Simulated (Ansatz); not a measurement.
Consider vertical spin-state energies of C₃H₆OSi, SMILES OC1([SiH3])C=C1 (Ansatz's Python interface).

`c3h6osi.xyz`
```text
11

O    -0.35240    1.59950    0.76460
C    -0.12770    0.43810    0.00790
Si    0.29760   -1.08740    1.06230
C     0.55060    0.47680   -1.30040
C    -0.77880    0.13010   -1.25060
H    -0.62430    2.39830    0.15790
H     1.58120   -0.81990    1.88220
H     0.63620   -2.26020    0.21270
H    -0.78180   -1.41710    2.03920
H     1.35150    0.63860   -1.85320
H    -1.68670   -0.15370   -1.70190
```

`c3h6osi_spin.py`
```python
"""Vertical spin-state energies of C3H6OSi."""

import ansatz as az

system = az.Crystal.molecule_from_extxyz("c3h6osi.xyz")

calc = (
    system.calculation()
    .basis(gaussian="def2-TZVP")
    .functional("r2scan")
)
found = {}
for unpaired in [0, 2]:
    data = calc.spin("collinear", total=unpaired).run().report
    s = unpaired / 2
    found[unpaired] = data["free_energy_ev"]
    print(f"2S+1 = {unpaired + 1}: E = {found[unpaired]:.5f} eV, <S^2> = {abs(data['mean_field']['state']['spin_squared']):.3f} (pure state {s * (s + 1):.2f})")
lowest = min(found, key=found.get)
for unpaired, e in found.items():
    print(f"multiplicity {unpaired + 1}: {(e - found[lowest]):.3f} eV above the lowest")
```

Which spin state is lowest at this geometry, and how far above lie the others?

In order: multiplicity 1 (+0.00 eV) and multiplicity 3 (+3.04 eV), all at the one geometry.

What the script printed:

```console
$ python c3h6osi_spin.py
2S+1 = 1: E = -13128.28973 eV, <S^2> = 0.000 (pure state 0.00)
2S+1 = 3: E = -13125.25421 eV, <S^2> = 2.013 (pure state 2.00)
multiplicity 1: 0.000 eV above the lowest
multiplicity 3: 3.036 eV above the lowest
```

Reading the output:
- Total energies depend on the basis set; only differences at equal settings carry meaning.
- The geometry is a force-field or estimated start, not a minimum of this method, and the basis set is short of its limit. All parts are taken at fixed geometry, without zero-point energy.
- Run time: 60 s on 1 thread of Arm Neoverse V1, with other jobs on the host, peak memory 0.39 GiB.

(Lines on the test bed's own set-up are left out of the output.)
